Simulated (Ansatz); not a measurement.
# GeH (doublet): wave-function methods side by side at distance Ge1–H2 = 4.372 Å, cc-pVTZ

Aim: climb from Hartree-Fock through coupled cluster and multireference methods for GeH (doublet) at one geometry and basis, and see what each rung misses.

Method: cc-pVTZ, core rule «outside noble gas», up to 14 orbitals frozen; program: Ansatz 0.2.0, Gaussian basis.

To be run: UHF; CCSD(T) on ROHF; CCSD(T) on UHF; BCCD(T) on ROHF; CISD; CCSDT(Q) on UHF; CASSCF and MRCISD+Q, 3 electrons in 3 orbitals; CASSCF and NEVPT2, 3 electrons in 3 orbitals; CASSCF and MRCISD+Q, 5 electrons in 5 orbitals; CASSCF and NEVPT2, 5 electrons in 5 orbitals; Full CI.

19 further runs of the same task are left out: 13 that didn't finish, 6 set aside as unsound or not needed.

## 1. What is computed

The geometry derives from a PBE0/def2-TZVP stationary point (not a proven minimum). One bond is set to the value named and the two fragments are kept rigid. No spin-orbit coupling is included. The filled d shell of Ge may be among the frozen orbitals whatever the setting's name suggests; the logs give the count.

2 atoms, charge 0, spin multiplicity 2.

Atoms are counted from 1 here; the program's logs count them from 0.

No contacts short enough for the rule that draws bonds.

## 2. UHF

The input, in.yaml:

```yaml
crystal:
  periodic: [false, false, false]
  atoms:
    - {symbol: Ge, position_ang: [0.000000, 0.000000, 0.000000]}
    - {symbol: H, position_ang: [0.000000, 0.000000, 4.372000]}
basis:
  gaussian: {orbitals: cc-pVTZ}
magnetization: {spin_polarized: true, initial_magnetization: 1}
hamiltonian: {xc: hf}
output: {orbitals: {seedname: orbitals}}
```

Launch:

```console
$ ansatz run in.yaml --threads 1 --pin off --events-out ev --progress --plain --max-ram 2393MiB
```

After this run come: CCSD(T) on ROHF; CCSD(T) on UHF; BCCD(T) on ROHF; CISD; CCSDT(Q) on UHF; CASSCF and MRCISD+Q, 3 electrons in 3 orbitals; CASSCF and NEVPT2, 3 electrons in 3 orbitals; CASSCF and MRCISD+Q, 5 electrons in 5 orbitals; CASSCF and NEVPT2, 5 electrons in 5 orbitals; Full CI.

**Question.** What will the summary of the whole plan be? Wanted: FCI below the RHF energy; RMP2 from FCI; UMP2 from FCI; RCCSD from FCI; RCCSD(T) from FCI; UCCSD(T) from FCI; UCCSDT(Q) from FCI; NEVPT2 pair from FCI; MRCISD+Q pair from FCI.

As calculated:

```
                         quantity                                                                  value
         FCI below the RHF energy                                                             -3.4654 eV
                    RMP2 from FCI                                                            +2285.3 meV
                    UMP2 from FCI                                                             +467.8 meV
                   RCCSD from FCI                                                              +90.5 meV
                RCCSD(T) from FCI                                                              -59.2 meV
                UCCSD(T) from FCI                                                               +9.1 meV
               UCCSDT(Q) from FCI                                                               -7.3 meV
             NEVPT2 pair from FCI                                                             +440.6 meV
           MRCISD+Q pair from FCI                                                              -26.6 meV
          NEVPT2 valence from FCI                                                             +365.6 meV
levels within 1 kcal/mol (43 meV)  UCCSD(T), BCCD(T), UCCSDT, UCCSDT(Q), MRCISD+Q pair, MRCISD+Q valence
                    T1 diagnostic                                                                  0.476
   effectively unpaired electrons                                                                   2.99
```

In words: RCCSD(T) misses by -59.2 meV, 1.7 % of the correlation energy. CCSD(T) misses by -59.2 meV on the restricted determinant and by +9.1 meV on the unrestricted one; the two need not hold the same state or core. RCCSD(T), UCCSDT, UCCSDT(Q), MRCISD+Q pair, MRCISD+Q valence fall below full CI: unrestricted runs freeze a spin-polarised core, another one than full CI's, and coupled cluster isn't variational. With 3.0 effectively unpaired electrons against 1 the state is strongly multireference. Coupled cluster on one determinant still stays close here. Of the multireference levels listed MRCISD+Q valence comes nearest in total energy (-10.1 meV), which doesn't show that its space is the better one. Coupled cluster took another determinant than the lowest Hartree-Fock one. These misses are within one basis, not against nature; the frozen cores of restricted and unrestricted runs differ, which can shift their rows.
